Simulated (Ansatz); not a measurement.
# BGeH5: the cost of one run

The runs use Ansatz 0.2.0, Gaussian basis; cc-pVTZ, core rule «outside noble gas», up to 15 orbitals frozen.

Plan: UHF; CCSD(T) on ROHF; CCSD(T) on UHF; BCCD(T) on ROHF; CCSDT(Q) on ROHF; CCSDT(Q) on UHF.

4 further runs of the same task are left out: 4 set aside as unsound or not needed.

### Step 1. The system

The geometry is a PBE0/def2-TZVP stationary point (not a proven minimum) of the parent state, kept for this charge and spin. No spin-orbit coupling is included. The filled d shell of Ge may be among the frozen orbitals whatever the setting's name suggests; the logs give the count.

7 atoms, charge 1, spin multiplicity 4.

Atoms are counted from 1 here; the program's logs count them from 0.

Bond lengths: Ge1–B2 2.205 Å, Ge1–H3 1.535 Å, Ge1–H4 1.535 Å, Ge1–H5 1.537 Å, B2–H6 1.202 Å, B2–H7 1.202 Å. Angles: B2–Ge1–H3 104.9°, B2–Ge1–H4 104.9°, B2–Ge1–H5 109.6°, H3–Ge1–H4 113.2°, H3–Ge1–H5 111.8°, H4–Ge1–H5 111.8°, Ge1–B2–H6 91.6°, Ge1–B2–H7 91.6°, H6–B2–H7 131.7°.

### Step 2. UHF

The input, in.yaml:

```yaml
crystal:
  periodic: [false, false, false]
  atoms:
    - {symbol: Ge, position_ang: [-0.009150, 0.000000, 0.305594]}
    - {symbol: B, position_ang: [0.133797, 0.000000, -1.895159]}
    - {symbol: H, position_ang: [0.709968, -1.282092, 0.749236]}
    - {symbol: H, position_ang: [0.709968, 1.282092, 0.749236]}
    - {symbol: H, position_ang: [-1.487565, 0.000000, 0.727212]}
    - {symbol: H, position_ang: [-0.354021, -1.096997, -1.961000]}
    - {symbol: H, position_ang: [-0.354021, 1.096997, -1.961000]}
basis:
  gaussian: {orbitals: cc-pVTZ}
total_charge: 1
magnetization: {spin_polarized: true, initial_magnetization: 3}
hamiltonian: {xc: hf}
output: {orbitals: {seedname: orbitals}}
```

Command:

```
$ ansatz run in.yaml --threads 1 --pin off --events-out ev --progress --plain --max-ram 4096MiB --backend cpu
```

What time and memory should one allow on 1 thread of AMD EPYC 7R13, shared host?

About 16 s, with a peak of 0.43 GiB.
